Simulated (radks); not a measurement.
**Ne inside a hard spherical wall**

The task here is to estimate one member of a computed series from the others.

The numbers are computed with radks (a radial shooting solver on a logarithmic mesh, Libxc functionals) version 1 (non-relativistic Kohn-Sham, PBE, spin-unpolarised, spherical densities, point nucleus), except any that are marked as measured or tabulated.

## The system

```
element       : neon (Z = 10)
charge        : 0
electrons     : 10
configuration : [Ne]
```

The outer shells:

Ne
```
[He] core
2s [↑↓]
2p [↑↓][↑↓][↑↓]
```

The first run:

Input:

```text
Z 10
configuration [Ne] 3s0 3p0 3d0
relativity non-relativistic
functional pbe,pbe
spin unpolarised
nucleus point
```

Among the steps run: The free atom; Wall at 20 bohr; Wall at 12 bohr; Wall at 10 bohr; Wall at 7 bohr; Wall at 4 bohr; Wall at 3.5 bohr; Wall at 3 bohr; Wall at 2.5 bohr; Wall at 1.5 bohr.

One table of the session follows, with a row left open; its other results are not shown here.

```
R (bohr)  E − E(free) (eV)
    free             0.000
      20             0.000
      12             0.000
      10             0.000
       7             0.001
       4             0.409
     3.5                 ?
       3             3.440
     2.5            10.827
     1.5            145.54
```

Q: Estimate the row for R (bohr) = 3.5 from the others.

Worked estimate for «E − E(free) (eV)». A straight line through the neighbours (4, 0.409) and (3, 3.440) gives 0.409 + (3.440 − 0.409) × (3.5 − 4) / (3 − 4) = 1.925; a parabola fitted to 4 rows on both sides gives 2.105.

The run gave: E − E(free) (eV): 1.163. In «E − E(free) (eV)» the line misses by +0.762 and the parabola by +0.942.

Shells are not refilled when levels cross, and a hard wall is a model, not a crystal.
